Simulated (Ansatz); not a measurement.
**CH6Cl2SSi2: relaxing the structure**

The task is to find a stationary geometry of CH6Cl2SSi2.

Computed with Ansatz 0.2.0, Gaussian basis. Level: RKS PBE0-D4/def2-TZVP.

The runs, in order: relaxation at PBE0-D4/def2-TZVP.

1 further run of the same task is left out (set aside as unsound or not needed).

**1. The system as given**

SMILES `C[SiH2]S[SiH](Cl)Cl`, 12 atoms, charge 0, spin multiplicity 1.

Atoms are counted from 1 here; the program's logs count them from 0.

Bond lengths: C1–Si2 1.893 Å, C1–H7 1.088 Å, C1–H8 1.088 Å, C1–H9 1.086 Å, Si2–S3 2.185 Å, Si2–H10 1.456 Å, Si2–H11 1.460 Å, S3–Si4 2.131 Å, Si4–Cl5 2.020 Å, Si4–Cl6 2.019 Å, Si4–H12 1.446 Å. Angles: Si2–C1–H7 111.1°, Si2–C1–H8 111.7°, Si2–C1–H9 110.8°, H7–C1–H8 107.5°, H7–C1–H9 107.8°, H8–C1–H9 107.8°, C1–Si2–S3 109.6°, C1–Si2–H10 113.7°, C1–Si2–H11 112.5°, S3–Si2–H10 100.4°, S3–Si2–H11 106.7°, H10–Si2–H11 112.9°, Si2–S3–Si4 106.3°, S3–Si4–Cl5 112.0°, S3–Si4–Cl6 112.2°, S3–Si4–H12 104.4°, Cl5–Si4–Cl6 107.8°, Cl5–Si4–H12 110.5° and more.

The start is a GFN2-xTB geometry.

**2. Geometry optimisation, PBE0-D4/def2-TZVP**

File in.yaml:

```yaml
crystal:
  periodic: [false, false, false]
  atoms:
    - {symbol: C, position_ang: [0.300640, 0.328300, -1.781100]}
    - {symbol: Si, position_ang: [1.294170, -0.523340, -0.413730]}
    - {symbol: S, position_ang: [-0.067190, -1.552730, 0.950490]}
    - {symbol: Si, position_ang: [-1.265280, -0.040320, 1.855280]}
    - {symbol: Cl, position_ang: [-0.145090, 1.464350, 2.603440]}
    - {symbol: Cl, position_ang: [-2.588060, 0.761410, 0.558030]}
    - {symbol: H, position_ang: [-0.361780, -0.376030, -2.279630]}
    - {symbol: H, position_ang: [-0.314820, 1.134570, -1.388480]}
    - {symbol: H, position_ang: [0.961150, 0.751460, -2.531980]}
    - {symbol: H, position_ang: [2.094930, -1.644570, -0.883200]}
    - {symbol: H, position_ang: [2.058780, 0.422700, 0.393220]}
    - {symbol: H, position_ang: [-1.967460, -0.725800, 2.917660]}
basis:
  gaussian: {orbitals: def2-TZVP}
hamiltonian: {xc: pbe0, dispersion: d4}
relax: {f_tol: 0.005, max_steps: 150}
```

Command:

```sh
$ ansatz run in.yaml --threads 2 --pin off --events-out ev --progress --plain --max-ram 22528MiB --backend cuda --devices 0, --max-vram 18GiB
```

Before running them: what should the planned runs give, taken together? Wanted: point group; shift from the start; total energy; dispersion term; dipole moment.

**Answer**, as computed:

| quantity | value |
| --- | --- |
| point group | C1 |
| steps | 15 |
| shift from the start (rms) | 0.272 Å |
| total energy | -52758.1073 eV |
| dispersion term | -408 meV |
| dipole moment | 1.15 D |

What this shows: The atoms moved 0.27 Å (rms) from the start; the bond that changed most is C1–Si2, from 1.893 to 1.860 Å. No vibrations were run, so it is not proven to be a minimum. The largest Mulliken charge, -0.49 e, sits on C1.
